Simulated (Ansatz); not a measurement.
# LaS2 (Fm-3m, relaxed from a CdCl2 start): a single-point run

Wanted: a converged single-point run for LaS2 (Fm-3m, relaxed from a CdCl2 start), and a check of what comes out. The structure is shown as the input types it.

Computed with Ansatz 0.2.0 (DFT PBEsol, scalar-relativistic, plane waves, PAW, unless a step's input says otherwise).

1 further run of the same task is left out (it didn't finish).

## 1. The starting structure

It takes space group Fm-3m (No. 225, cubic). Conventional cell: a = 6.730 Å, b = 6.730 Å, c = 6.730 Å, α = 90.00°, β = 90.00°, γ = 90.00°. La (site symmetry m-3m) has 8 S at 2.91 to 2.92 Å as nearest neighbours. S (site symmetry -43m) has 4 La at 2.91 to 2.92 Å as nearest neighbours.

As a file:

```cif
data_structure
_symmetry_space_group_name_H-M 'P 1'
_symmetry_Int_Tables_number 1
_cell_length_a 4.7608
_cell_length_b 4.7608
_cell_length_c 4.7608
_cell_angle_alpha 59.941
_cell_angle_beta 59.941
_cell_angle_gamma 59.941
_cell_volume 76.20
loop_
_atom_site_label
_atom_site_type_symbol
_atom_site_fract_x
_atom_site_fract_y
_atom_site_fract_z
_atom_site_occupancy
La1 La 0.00000 0.00000 0.00000 1
S1 S 0.24986 0.24986 0.24986 1
S2 S 0.75014 0.75014 0.75014 1
```

## 2. Input and run

The input, input.yaml:

```yaml
crystal:
  lattice:
    - [2.378258252593, 1.373088042321, 3.888878115806]
    - [-2.378258252593, 1.373088042321, 3.888878115806]
    - [0.0, -2.746176084691, 3.888878115788]
  atoms:
    - { symbol: La, position: [0.0, 0.0, 0.0] }
    - { symbol: S, position: [0.2498612488, 0.2498612488, 0.2498612488] }
    - { symbol: S, position: [0.7501387512, 0.7501387512, 0.7501387512] }
basis:
  ecutwfc: 420
  ecutrho_ratio: 4
kpoints:
  mp_grid: { grid: [8, 8, 8] }
hamiltonian:
  xc: pbesol
scf:
  occupations: { method: methfessel_paxton, width: 5.0 }
  max_iter: 60
output:
  forces: true
  stress: true
```

Run with:

```console
$ ansatz run input.yaml --threads 4 --pin off --max-ram 4096MiB --backend cpu --events-out ev --progress --plain --runs-dir out
```

**Question.** How will this run end, and is anything wrong with its input?

The program finished normally. That alone doesn't make the input a sound one.

Look at the input: scf.occupations.method is methfessel_paxton; scf.occupations.width is 5.0. The width is far wider than usual, so occupations near the Fermi level are blurred and the entropy term grows.

Run again and compare: set scf.occupations.method to gaussian and scf.occupations.width to 0.05.
